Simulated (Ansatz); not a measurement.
# In3As3 wurtzite hole sphere (In3As3H12): geometry, orbitals and charge

Aim: characterise In3As3 wurtzite hole sphere (In3As3H12) as a singlet: its structure, frontier levels and distribution of charge.

The runs use Ansatz 0.2.0, Gaussian basis; RKS PBE0-D4/def2-TZVP.

Plan: relaxation at r2SCAN-D4/def2-SVP; a single point at PBE0-D4/def2-TZVP.

2 further runs of the same task are left out: 2 set aside as unsound or not needed.

## 1. Where the work starts

18 atoms, charge 0, spin multiplicity 1.

Atoms are counted from 1 here; the program's logs count them from 0.

Bond lengths: As1–In2 2.732 Å, As1–In4 2.730 Å, As1–H7 1.509 Å, As1–H8 1.515 Å, In2–As3 2.733 Å, In2–H9 1.735 Å, In2–H10 1.729 Å, As3–In6 2.731 Å, As3–H11 1.515 Å, As3–H12 1.511 Å, In4–As5 2.731 Å, In4–H13 1.732 Å, In4–H14 1.728 Å, As5–In6 2.731 Å, As5–H15 1.515 Å, As5–H16 1.511 Å, In6–H17 1.727 Å, In6–H18 1.732 Å. Angles: In2–As1–In4 148.1°, In2–As1–H7 105.7°, In2–As1–H8 86.7°, In4–As1–H7 105.4°, In4–As1–H8 86.8°, H7–As1–H8 89.0°, As1–In2–As3 91.7°, As1–In2–H9 108.5°, As1–In2–H10 112.2°, As3–In2–H9 108.8°, As3–In2–H10 112.0°, H9–In2–H10 120.0°, In2–As3–In6 148.1°, In2–As3–H11 87.1°, In2–As3–H12 106.2°, In6–As3–H11 86.8°, In6–As3–H12 105.0°, H11–As3–H12 89.1° and more.

In takes a core potential in the def2 sets. No spin-orbit coupling is included.

The start is a GFN2-xTB geometry.

## 2. Relaxation at r2SCAN-D4/def2-SVP

in.yaml reads:

```yaml
crystal:
  periodic: [false, false, false]
  atoms:
    - {symbol: As, position_ang: [-0.005310, -2.266010, 0.294840]}
    - {symbol: In, position_ang: [-2.631520, -1.515060, 0.346220]}
    - {symbol: As, position_ang: [-1.959520, 1.133050, 0.288890]}
    - {symbol: In, position_ang: [2.620100, -1.521130, 0.352430]}
    - {symbol: As, position_ang: [1.970650, 1.130870, 0.295560]}
    - {symbol: In, position_ang: [0.006100, 3.027780, 0.348580]}
    - {symbol: H, position_ang: [-0.001640, -3.709250, -0.146510]}
    - {symbol: H, position_ang: [-0.003820, -1.847730, -1.160850]}
    - {symbol: H, position_ang: [-3.356910, -1.939820, -1.171960]}
    - {symbol: H, position_ang: [-3.407250, -1.955560, 1.827690]}
    - {symbol: H, position_ang: [-1.606330, 0.933060, -1.170580]}
    - {symbol: H, position_ang: [-3.204740, 1.873510, -0.138720]}
    - {symbol: H, position_ang: [3.349300, -1.940870, -1.161650]}
    - {symbol: H, position_ang: [3.385120, -1.975410, 1.833330]}
    - {symbol: H, position_ang: [1.619290, 0.928350, -1.163720]}
    - {symbol: H, position_ang: [3.225460, 1.857120, -0.128760]}
    - {symbol: H, position_ang: [0.004740, 3.925200, 1.824500]}
    - {symbol: H, position_ang: [-0.003740, 3.861910, -1.169290]}
basis:
  gaussian: {orbitals: def2-SVP}
hamiltonian: {xc: r2scan, dispersion: d4}
scf: {lower_state_search: "off"}
output: {orbitals: {seedname: orbitals}}
relax: {f_tol: 0.03, max_steps: 70}
```

Started as:

```sh
> ansatz run in.yaml --threads 2 --pin off --events-out ev --progress --plain --max-ram 32768MiB --backend cuda --devices 0, --max-vram 18GiB
```

Further steps of the session: Single point, PBE0-D4/def2-TZVP.

**Question.** What will the summary of the whole plan be? Wanted: point group; commonest bond, hydrogen aside; HOMO, LUMO at PBE0-D4/def2-TZVP; dipole at r2SCAN-D4/def2-SVP.

The runs gave:

| quantity | value |
| --- | --- |
| point group | C3v |
| commonest bond, hydrogen aside | As–In, 6 of mean length 2.719 Å |
| HOMO, LUMO at PBE0-D4/def2-TZVP | -7.33, -1.01 eV |
| dipole at r2SCAN-D4/def2-SVP | 1.45 D |

**Reading.** The molecule keeps its bonding pattern by the stored test; the atoms moved 0.63 Å (rms), and the angle In2–As1–H8 went from 87° to 106°. No usable vibrations, so a minimum isn't proven. The HOMO lies nearest to As5 22 %; H18 16 % and the LUMO to In2 15 %; In6 9 %. Whether this spin is the lowest isn't tested here.
